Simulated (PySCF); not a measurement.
# A gas-phase reaction: GeH4 + H2O → GeH4O + H2

Aim: the reaction energy of `[GeH4]` + `O` → `[OH][GeH3]` + `[H][H]`.

Programs: PySCF 2.14.0. All values are calculated, for the isolated system unless a continuum is named. Atoms count from 0, parts from 1.

## 1. The system as given

Each species was relaxed by itself at PBE0-D3(BJ)/def2-SVPD.

## 2. Reaction energy: wB97M-D3(BJ)/def2-TZVPD

What the job is given:

```
{"job": {"kind": "react", "xc": "wB97M-D3(BJ)", "basis": "def2-TZVPD"}, "charge": 0, "multiplicity": 1}
-1 GeH4 charge 0 multiplicity 1
Ge     0.081570     0.071110     0.036880
H     -0.765740    -0.541970    -1.087200
H      0.240960     1.578670    -0.206460
H      1.465530    -0.593490     0.055230
H     -0.614480    -0.158780     1.385970

-1 H2O charge 0 multiplicity 1
O     -0.004960     0.389210    -0.011000
H     -0.760340    -0.204290     0.006700
H      0.765340    -0.184880     0.004280

+1 GeH4O charge 0 multiplicity 1
O      0.300120     0.151560    -1.370420
Ge     0.104850    -0.108760     0.394340
H     -0.489060     0.482290    -1.807560
H     -1.001020    -1.151310     0.644280
H      1.475610    -0.618810     0.845900
H     -0.259940     1.222820     1.077220

+1 H2 charge 0 multiplicity 1
H      0.380010    -0.004400    -0.014300
H     -0.380010     0.004400     0.014300
```

Method: wB97M-D3(BJ)/def2-TZVPD reaction energy of separated species, gas phase.

Run with:

```bash
OMP_NUM_THREADS=1 python cluster_run.py task.json out
```

This one command runs all jobs of the session in turn.

Output:

```text
species 1 (GeH4)
coarse grid: 17304 points
cycle   1  E = -2079.3778230591  dE = -8.510e-01  |g| = 5.595e-01  |ddm| = 1.776e+00
cycle   2  E = -2079.3805365976  dE = -2.714e-03  |g| = 5.696e-01  |ddm| = 5.996e-01
cycle   3  E = -2079.4012801220  dE = -2.074e-02  |g| = 9.829e-03  |ddm| = 2.784e-01
cycle   4  E = -2079.4013421766  dE = -6.205e-05  |g| = 3.861e-03  |ddm| = 1.992e-02
cycle   5  E = -2079.4013461472  dE = -3.971e-06  |g| = 5.220e-04  |ddm| = 7.105e-03
final grid: 34528 points
cycle   6  E = -2079.4012792851  dE = -9.276e-08  |g| = 3.912e-04  |ddm| = 9.876e-04
cycle   7  E = -2079.4012792941  dE = -9.003e-09  |g| = 4.052e-04  |ddm| = 4.939e-04
cycle   8  E = -2079.4012793049  dE = -1.076e-08  |g| = 2.192e-05  |ddm| = 1.875e-04
cycle   9  E = -2079.4012793055  dE = -5.748e-10  |g| = 3.469e-06  |ddm| = 4.692e-05
converged SCF energy = -2079.4012793055

species 2 (H2O)
coarse grid: 10128 points
cycle   1  E = -76.4117503035  dE = -7.453e-02  |g| = 5.872e-01  |ddm| = 8.994e-01
cycle   2  E = -76.4087433090  dE =  3.007e-03  |g| = 6.461e-01  |ddm| = 5.038e-01
cycle   3  E = -76.4759337257  dE = -6.719e-02  |g| = 2.731e-02  |ddm| = 2.374e-01
cycle   4  E = -76.4760589279  dE = -1.252e-04  |g| = 5.497e-03  |ddm| = 1.609e-02
cycle   5  E = -76.4760676047  dE = -8.677e-06  |g| = 8.214e-04  |ddm| = 5.831e-03
final grid: 21952 points
cycle   6  E = -76.4760630228  dE = -1.976e-07  |g| = 5.844e-04  |ddm| = 1.373e-03
cycle   7  E = -76.4760630296  dE = -6.844e-09  |g| = 6.467e-04  |ddm| = 6.469e-04
cycle   8  E = -76.4760630933  dE = -6.366e-08  |g| = 3.200e-05  |ddm| = 2.236e-04
cycle   9  E = -76.4760630941  dE = -8.238e-10  |g| = 4.133e-06  |ddm| = 1.105e-04
converged SCF energy = -76.4760630941

species 3 (GeH4O)
coarse grid: 22488 points
cycle   1  E = -2154.5902014797  dE = -6.616e-01  |g| = 8.995e-01  |ddm| = 1.847e+00
cycle   2  E = -2154.5370001591  dE =  5.320e-02  |g| = 1.105e+00  |ddm| = 1.025e+00
cycle   3  E = -2154.7043367399  dE = -1.673e-01  |g| = 6.728e-02  |ddm| = 5.245e-01
cycle   4  E = -2154.7049089348  dE = -5.722e-04  |g| = 3.557e-02  |ddm| = 5.471e-02
cycle   5  E = -2154.7050603812  dE = -1.514e-04  |g| = 3.595e-03  |ddm| = 2.039e-02
cycle   6  E = -2154.7050645789  dE = -4.198e-06  |g| = 5.664e-04  |ddm| = 5.937e-03
final grid: 45736 points
cycle   7  E = -2154.7049717498  dE = -1.755e-07  |g| = 3.554e-04  |ddm| = 1.716e-03
cycle   8  E = -2154.7049717588  dE = -8.960e-09  |g| = 3.808e-04  |ddm| = 5.284e-04
cycle   9  E = -2154.7049717814  dE = -2.264e-08  |g| = 4.138e-05  |ddm| = 1.704e-04
cycle  10  E = -2154.7049717822  dE = -7.713e-10  |g| = 2.351e-05  |ddm| = 7.771e-05
converged SCF energy = -2154.7049717822

species 4 (H2)
coarse grid: 4944 points
cycle   1  E = -1.1694182133  dE = -2.751e-01  |g| = 9.865e-03  |ddm| = 4.504e-01
cycle   2  E = -1.1694524570  dE = -3.424e-05  |g| = 1.161e-03  |ddm| = 9.676e-03
cycle   3  E = -1.1694531392  dE = -6.822e-07  |g| = 1.815e-04  |ddm| = 1.918e-03
final grid: 10744 points
cycle   4  E = -1.1694518798  dE = -2.404e-08  |g| = 4.112e-05  |ddm| = 3.868e-04
cycle   5  E = -1.1694518811  dE = -1.268e-09  |g| = 9.623e-06  |ddm| = 9.170e-05
cycle   6  E = -1.1694518812  dE = -7.519e-11  |g| = 3.020e-07  |ddm| = 2.870e-05
converged SCF energy = -1.1694518812

Reaction energy = 1.527 kcal/mol
```

Run time: 13 s. Hardware: 1 thread of Arm Neoverse N1, shared host; peak memory 0.51 GiB.

Species by species (with the dispersion term, which the log's SCF energies lack):

```csv
ν,species,energy (Eh),HOMO (eV)
-1,[GeH4],-2079.40385,-11.98
-1,O,-76.47682,-11.72
+1,[OH][GeH3],-2154.70857,-10.90
+1,[H][H],-1.16967,-14.48
```

## 3. Energies of the species: PBE0-D3(BJ)/def2-TZVPD

Same as in step 2 but for these lines:

```diff
@@ -1,2 +1,2 @@
-{"job": {"kind": "react", "xc": "wB97M-D3(BJ)", "basis": "def2-TZVPD"}, "charge": 0, "multiplicity": 1}
+{"job": {"kind": "react", "xc": "PBE0", "basis": "def2-TZVPD", "disp": "d3bj"}, "charge": 0, "multiplicity": 1}
 -1 GeH4 charge 0 multiplicity 1
```

Level: PBE0-D3(BJ)/def2-TZVPD reaction energy of separated species, gas phase.

Output:

```text
species 1 (GeH4)
coarse grid: 17304 points
cycle   1  E = -2079.0959024331  dE = -7.911e-01  |g| = 5.999e-01  |ddm| = 1.756e+00
cycle   2  E = -2079.0884647407  dE =  7.438e-03  |g| = 6.795e-01  |ddm| = 6.426e-01
cycle   3  E = -2079.1188629956  dE = -3.040e-02  |g| = 1.023e-02  |ddm| = 3.531e-01
cycle   4  E = -2079.1188832539  dE = -2.026e-05  |g| = 4.743e-03  |ddm| = 1.539e-02
cycle   5  E = -2079.1188886361  dE = -5.382e-06  |g| = 1.616e-04  |ddm| = 4.898e-03
final grid: 34528 points
cycle   6  E = -2079.1188832685  dE = -8.941e-09  |g| = 1.072e-04  |ddm| = 1.390e-03
cycle   7  E = -2079.1188832685  dE =  3.092e-11  |g| = 1.450e-04  |ddm| = 1.711e-04
cycle   8  E = -2079.1188832704  dE = -1.893e-09  |g| = 9.086e-06  |ddm| = 7.760e-05
cycle   9  E = -2079.1188832704  dE = -4.184e-11  |g| = 4.257e-07  |ddm| = 1.268e-05
converged SCF energy = -2079.1188832704

species 2 (H2O)
coarse grid: 2328 points
cycle   1  E = -76.3044298386  dE = -5.299e-03  |g| = 6.571e-01  |ddm| = 9.011e-01
cycle   2  E = -76.1882089354  dE =  1.162e-01  |g| = 1.036e+00  |ddm| = 7.256e-01
cycle   3  E = -76.3820308077  dE = -1.938e-01  |g| = 3.132e-02  |ddm| = 4.396e-01
cycle   4  E = -76.3822131151  dE = -1.823e-04  |g| = 5.864e-03  |ddm| = 1.606e-02
cycle   5  E = -76.3822182541  dE = -5.139e-06  |g| = 7.850e-04  |ddm| = 2.507e-03
final grid: 21952 points
cycle   6  E = -76.3808944557  dE = -1.509e-05  |g| = 3.443e-03  |ddm| = 9.281e-03
cycle   7  E = -76.3808924972  dE =  1.958e-06  |g| = 4.744e-03  |ddm| = 3.313e-03
cycle   8  E = -76.3808962002  dE = -3.703e-06  |g| = 2.519e-04  |ddm| = 1.961e-03
cycle   9  E = -76.3808962108  dE = -1.062e-08  |g| = 2.396e-05  |ddm| = 1.100e-04
cycle  10  E = -76.3808962109  dE = -1.114e-10  |g| = 3.291e-06  |ddm| = 1.511e-05
converged SCF energy = -76.3808962109

species 3 (GeH4O)
coarse grid: 22488 points
cycle   1  E = -2154.1995285983  dE = -5.691e-01  |g| = 9.745e-01  |ddm| = 1.831e+00
cycle   2  E = -2153.8645966667  dE =  3.349e-01  |g| = 1.657e+00  |ddm| = 1.304e+00
cycle   3  E = -2154.3210334929  dE = -4.564e-01  |g| = 2.081e-01  |ddm| = 8.752e-01
cycle   4  E = -2154.3275741062  dE = -6.541e-03  |g| = 4.912e-02  |ddm| = 1.349e-01
cycle   5  E = -2154.3277819096  dE = -2.078e-04  |g| = 6.959e-03  |ddm| = 2.819e-02
cycle   6  E = -2154.3277927421  dE = -1.083e-05  |g| = 1.358e-03  |ddm| = 5.740e-03
cycle   7  E = -2154.3277931267  dE = -3.846e-07  |g| = 1.786e-04  |ddm| = 1.085e-03
final grid: 45736 points
cycle   8  E = -2154.3277735863  dE = -1.105e-08  |g| = 1.880e-04  |ddm| = 1.210e-03
cycle   9  E = -2154.3277735809  dE =  5.404e-09  |g| = 2.748e-04  |ddm| = 2.779e-04
cycle  10  E = -2154.3277735927  dE = -1.179e-08  |g| = 3.684e-05  |ddm| = 1.460e-04
cycle  11  E = -2154.3277735929  dE = -2.333e-10  |g| = 9.671e-06  |ddm| = 2.543e-05
converged SCF energy = -2154.3277735929

species 4 (H2)
coarse grid: 1240 points
cycle   1  E = -1.1670623683  dE = -2.327e-01  |g| = 2.266e-02  |ddm| = 4.588e-01
cycle   2  E = -1.1672498021  dE = -1.874e-04  |g| = 3.233e-03  |ddm| = 1.896e-02
cycle   3  E = -1.1672542579  dE = -4.456e-06  |g| = 9.769e-05  |ddm| = 2.761e-03
final grid: 10744 points
cycle   4  E = -1.1681370190  dE = -1.926e-06  |g| = 2.736e-04  |ddm| = 1.567e-03
cycle   5  E = -1.1681370472  dE = -2.822e-08  |g| = 3.986e-05  |ddm| = 2.445e-04
cycle   6  E = -1.1681370479  dE = -6.306e-10  |g| = 1.257e-06  |ddm| = 3.099e-05
converged SCF energy = -1.1681370479

Reaction energy = 2.119 kcal/mol
```

It took 7.6 s on 1 thread of Arm Neoverse N1, shared host; peak memory 0.49 GiB.

Reaction energy at this level: 2.12 kcal/mol.

## 4. Energies of the species: MP2/def2-TZVPD

Same as in step 3 but for these lines:

```diff
@@ -1,2 +1,2 @@
-{"job": {"kind": "react", "xc": "PBE0", "basis": "def2-TZVPD", "disp": "d3bj"}, "charge": 0, "multiplicity": 1}
+{"job": {"kind": "react", "xc": "MP2", "basis": "def2-TZVPD"}, "charge": 0, "multiplicity": 1}
 -1 GeH4 charge 0 multiplicity 1
```

Level: MP2/def2-TZVPD reaction energy of separated species, gas phase.

Output:

```text
species 1 (GeH4)
final grid: 34528 points
cycle   1  E = -2077.6580043136  dE = -9.282e-01  |g| = 3.264e-01  |ddm| = 1.760e+00
cycle   2  E = -2077.6747256392  dE = -1.672e-02  |g| = 2.265e-01  |ddm| = 2.927e-01
cycle   3  E = -2077.6784912077  dE = -3.766e-03  |g| = 2.575e-02  |ddm| = 1.360e-01
cycle   4  E = -2077.6788826894  dE = -3.915e-04  |g| = 4.611e-03  |ddm| = 5.008e-02
cycle   5  E = -2077.6788909133  dE = -8.224e-06  |g| = 7.067e-04  |ddm| = 1.114e-02
cycle   6  E = -2077.6788912038  dE = -2.905e-07  |g| = 8.615e-05  |ddm| = 2.559e-03
cycle   7  E = -2077.6788912105  dE = -6.683e-09  |g| = 7.866e-06  |ddm| = 2.699e-04
cycle   8  E = -2077.6788912105  dE = -5.002e-11  |g| = 6.622e-07  |ddm| = 4.074e-05
converged SCF energy = -2077.6788912105

species 2 (H2O)
final grid: 21952 points
cycle   1  E = -76.0248950101  dE = -1.467e-01  |g| = 4.364e-01  |ddm| = 8.776e-01
cycle   2  E = -76.0503809551  dE = -2.549e-02  |g| = 2.594e-01  |ddm| = 2.972e-01
cycle   3  E = -76.0608898818  dE = -1.051e-02  |g| = 2.594e-02  |ddm| = 1.025e-01
cycle   4  E = -76.0610472391  dE = -1.574e-04  |g| = 5.694e-03  |ddm| = 1.523e-02
cycle   5  E = -76.0610616062  dE = -1.437e-05  |g| = 1.176e-03  |ddm| = 5.302e-03
cycle   6  E = -76.0610624958  dE = -8.897e-07  |g| = 2.235e-04  |ddm| = 1.658e-03
cycle   7  E = -76.0610625325  dE = -3.670e-08  |g| = 3.304e-05  |ddm| = 3.733e-04
cycle   8  E = -76.0610625332  dE = -6.654e-10  |g| = 4.159e-06  |ddm| = 3.886e-05
converged SCF energy = -76.0610625332

species 3 (GeH4O)
final grid: 45736 points
cycle   1  E = -2152.5333592094  dE = -7.951e-01  |g| = 6.170e-01  |ddm| = 1.824e+00
cycle   2  E = -2152.5765425662  dE = -4.318e-02  |g| = 4.549e-01  |ddm| = 5.614e-01
cycle   3  E = -2152.6048252699  dE = -2.828e-02  |g| = 3.627e-02  |ddm| = 2.290e-01
cycle   4  E = -2152.6053407652  dE = -5.155e-04  |g| = 8.669e-03  |ddm| = 4.863e-02
cycle   5  E = -2152.6053638504  dE = -2.309e-05  |g| = 3.513e-03  |ddm| = 1.171e-02
cycle   6  E = -2152.6053658569  dE = -2.007e-06  |g| = 6.877e-04  |ddm| = 3.389e-03
cycle   7  E = -2152.6053660489  dE = -1.919e-07  |g| = 1.563e-04  |ddm| = 1.480e-03
cycle   8  E = -2152.6053660658  dE = -1.695e-08  |g| = 3.693e-05  |ddm| = 3.111e-04
cycle   9  E = -2152.6053660667  dE = -8.799e-10  |g| = 6.824e-06  |ddm| = 6.978e-05
converged SCF energy = -2152.6053660667

species 4 (H2)
final grid: 10744 points
cycle   1  E = -1.1312978778  dE = -3.213e-01  |g| = 4.426e-02  |ddm| = 4.479e-01
cycle   2  E = -1.1322326625  dE = -9.348e-04  |g| = 7.183e-03  |ddm| = 3.751e-02
cycle   3  E = -1.1322673626  dE = -3.470e-05  |g| = 8.111e-04  |ddm| = 1.078e-02
cycle   4  E = -1.1322677776  dE = -4.150e-07  |g| = 2.771e-05  |ddm| = 1.627e-03
cycle   5  E = -1.1322677781  dE = -4.855e-10  |g| = 2.610e-06  |ddm| = 6.834e-05
converged SCF energy = -1.1322677781

Reaction energy = -2.618 kcal/mol
```

Wall time 3 s (1 thread of Arm Neoverse N1, shared host); peak memory 0.33 GiB.

Reaction energy at this level: -2.62 kcal/mol.

## 5. Side by side

Energies in kcal/mol, with wall time:

```csv
run,reaction,time
wB97M-D3(BJ)/def2-TZVPD,1.53,13 s
PBE0-D3(BJ)/def2-TZVPD,2.12,7.6 s
MP2/def2-TZVPD,-2.62,3 s
```

## 6. Outcome

| quantity | value |
| --- | --- |
| reaction energy (wB97M-D3(BJ)/def2-TZVPD) | 1.53 kcal/mol |
| ΔH, ΔG at 298 K (xTB thermal terms) | -2.2, -2.0 kcal/mol |
| range of the reaction energy over the runs of this table | -2.62 to 2.12 kcal/mol |

**Reading.** The reaction is exothermic by 2.2 kcal/mol in the gas phase; dispersion gives -0.30, and xTB itself gave -5.26 for the electronic energy (xTB energies and thermal terms come from the earlier relaxation of each species, not shown). No barrier was sought. The reaction energy runs from -2.62 (MP2/def2-TZVPD) to 2.12 kcal/mol (PBE0-D3(BJ)/def2-TZVPD).
